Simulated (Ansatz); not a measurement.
A nudged elastic band was laid between two geometries of a periodic cell of 17 atoms, Nb16H (host Nb, host structure bcc, interstitial H).

All numbers below come from DFT PBEsol, scalar-relativistic, plane waves, PAW in Ansatz. Settings: cutoff 420 eV, k mesh 3x3x3, fermi-dirac smearing 0.15 eV, no spin polarisation.

| Quantity | Value |
| --- | --- |
| movable images | 3 |
| climbing image | yes |
| spring | 2.0 eV/Å² |
| optimiser | quadratic models (default) |
| start path | IDPP |
| force threshold | 0.03 eV/Å |
| iteration limit | 59 |
| end points | relaxed |

Initial state:

```xyz
17
Lattice="6.6000 0.0000 0.0000 0.0000 6.6000 0.0000 0.0000 0.0000 6.6000" Properties=species:S:1:pos:R:3
Nb 0.047 0.000 0.039
Nb 3.251 0.000 0.039
Nb -0.003 3.300 -0.009
Nb 0.005 0.000 3.300
Nb 1.649 1.650 1.666
Nb 3.301 3.300 -0.009
Nb 3.293 0.000 3.300
Nb 4.949 1.657 1.653
Nb -0.002 3.300 3.287
Nb 1.649 4.951 1.666
Nb 1.649 1.648 4.962
Nb 3.300 3.300 3.287
Nb 4.949 4.944 1.653
Nb 4.949 1.698 4.914
Nb 1.649 4.952 4.962
Nb 4.949 4.902 4.914
H 4.949 0.000 5.778
```

Final state:

Only the atoms that move by more than 0.05 Å are listed.
```
Nb2 3.297 0.001 0.004
Nb4 0.036 0.001 3.250
Nb14 4.911 1.699 4.948
Nb16 4.911 4.903 4.948
H17 5.773 0.001 4.947
```

Question: What changes between the two ends?

Answer: Contacts lost: Nb2–H17. Contacts made: Nb4–H17. The atom that moves furthest is H17, by 1.17 Å.

Question: What energy profile does the band end with?

Answer: The run converged. The highest image is number 2 of 0 to 4, 0.184 eV above the ends, which have the same energy within 2 meV. By the program's own check the climbing image is of a kind that is not told: the force calls were inconclusive, a negative curvature could not be distinguished from the path's own, the only one lies far off the path, or fixed occupations may fill a level only in part (lowest curvatures found: -2.54 and 4.26 eV/Å²). Limits of this set-up: coarse k mesh, odd electron count without spin.

| image | path coordinate (Å) | energy (eV) | Nb2–H17 (Å) | Nb4–H17 (Å) |
| --- | --- | --- | --- | --- |
| 0 | 0.00 | 0.000 | 1.90 | 2.98 |
| 1 | 0.29 | 0.093 | 2.10 | 2.69 |
| 2 | 0.59 | 0.184 | 2.39 | 2.39 |
| 3 | 0.88 | 0.093 | 2.69 | 2.10 |
| 4 | 1.17 | 0.000 | 2.98 | 1.90 |

Question: What is the geometry of the highest image?

Answer: 
```xyz
17
Lattice="6.6000 0.0000 0.0000 0.0000 6.6000 0.0000 0.0000 0.0000 6.6000" Properties=species:S:1:pos:R:3
Nb 0.060 0.001 0.061
Nb 3.312 0.001 0.002
Nb 0.004 3.301 0.005
Nb 0.001 0.001 3.313
Nb 1.663 1.641 1.663
Nb 3.297 3.301 -0.011
Nb 3.290 0.001 3.291
Nb 4.958 1.650 1.649
Nb -0.012 3.301 3.298
Nb 1.663 4.960 1.663
Nb 1.648 1.650 4.959
Nb 3.275 3.301 3.275
Nb 4.958 4.952 1.649
Nb 4.921 1.740 4.921
Nb 1.648 4.952 4.959
Nb 4.921 4.861 4.921
H 5.336 0.001 5.336
```

Time of the run: 12 min on 4 threads of Arm Neoverse V2, with other jobs on the host, peak memory 2.5 GiB.
